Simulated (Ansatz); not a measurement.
# HfC: properties at the relaxed cell

The task here is to estimate one member of a computed series from the others.

Method: DFT r2SCAN, scalar-relativistic, plane waves, PAW, in Ansatz 0.2.0.

1 further run of the same task is left out (set aside as unsound or not needed).

## The structure to begin with

It takes space group Fm-3m (No. 225, cubic). Conventional cell: a = 4.641 Å, b = 4.641 Å, c = 4.641 Å, α = 90.00°, β = 90.00°, γ = 90.00°. Around Hf (site symmetry m-3m) lie 6 C at 2.32 Å. C (site symmetry m-3m) is surrounded by 6 Hf at 2.32 Å.

As a file:

```xyz
2
Lattice="0.0000 2.3204 2.3204 2.3204 0.0000 2.3204 2.3204 2.3204 0.0000" Properties=species:S:1:pos:R:3 pbc="T T T"
Hf    2.3204    2.3204    2.3204
C     0.0000    0.0000    0.0000
```

It is the result of an earlier relaxation at this level (volume 12.49 Å³/atom; gap on the mesh: none (metal)).

Set-up of the first run:

Contents of input.yaml:

```yaml
crystal:
  lattice:
    - [0.0, 2.3203968129, 2.3203968129]
    - [2.3203968129, 0.0, 2.3203968129]
    - [2.3203968129, 2.3203968129, 0.0]
  atoms:
    - { symbol: Hf, position: [0.5, 0.5, 0.5] }
    - { symbol: C, position: [0.0, 0.0, 0.0] }
basis:
  ecutwfc: 500
kpoints:
  mp_grid: { grid: [16, 16, 16] }
  band_path:
    path:
      - [[0.0, 0.0, 0.0], [0.5, 0.0, 0.5], [0.625, 0.25, 0.625]]
      - [[0.375, 0.375, 0.75], [0.0, 0.0, 0.0], [0.5, 0.5, 0.5], [0.5, 0.25, 0.75], [0.5, 0.0, 0.5]]
    npoints: 14
hamiltonian:
  xc: r2scan
scf:
  occupations: { method: gaussian, width: 0.1 }
  n_extra_bands: 6
output:
  forces: true
  stress: true
  eigenvalues: true
  populations: true
  dos: { projected: true, de: 0.02, nscf_kmesh: { grid: [24, 24, 24] } }
  bader: true
  write_density: true
  write_potential: true
  elf: true
  volumetric_format: npy
```

Command:

```bash
$ ansatz run input.yaml --threads 1 --pin off --max-ram 2560MiB --backend cpu --events-out ev --progress --plain --runs-dir out
```

Steps of the session up to this table: Static run: bands, density of states and charges; Point at V/V0 = 0.97; Volume × 1.03; Volume × 0.94; The cell scaled to 1.06 of its volume.

One table of the session follows, with a row left open; its other results are not shown here.

It belongs to the step «Energy against volume». 

| volume (Å³/atom) | energy above the lowest point (meV/atom) | pressure (GPa) |
| --- | --- | --- |
| 11.744 | 38.0 | 17.06 |
| 12.119 | 9.0 | 7.90 |
| 12.494 | 0.0 | -0.01 |
| 12.868 | ? | ? |
| 13.243 | 31.3 | -12.74 |

**Question.** Estimate the row for volume (Å³/atom) = 12.868.

Worked estimate for «energy above the lowest point (meV/atom)». A straight line through the neighbours (12.494, 0.0) and (13.243, 31.3) gives 0.0 + (31.3 − 0.0) × (12.868 − 12.494) / (13.243 − 12.494) = 15.6; a parabola fitted to 3 rows on both sides gives 7.4.

**Answer.** energy above the lowest point (meV/atom): 8.2; pressure (GPa): -6.84. In «energy above the lowest point (meV/atom)» the line misses by +7.4 and the parabola by -0.8.
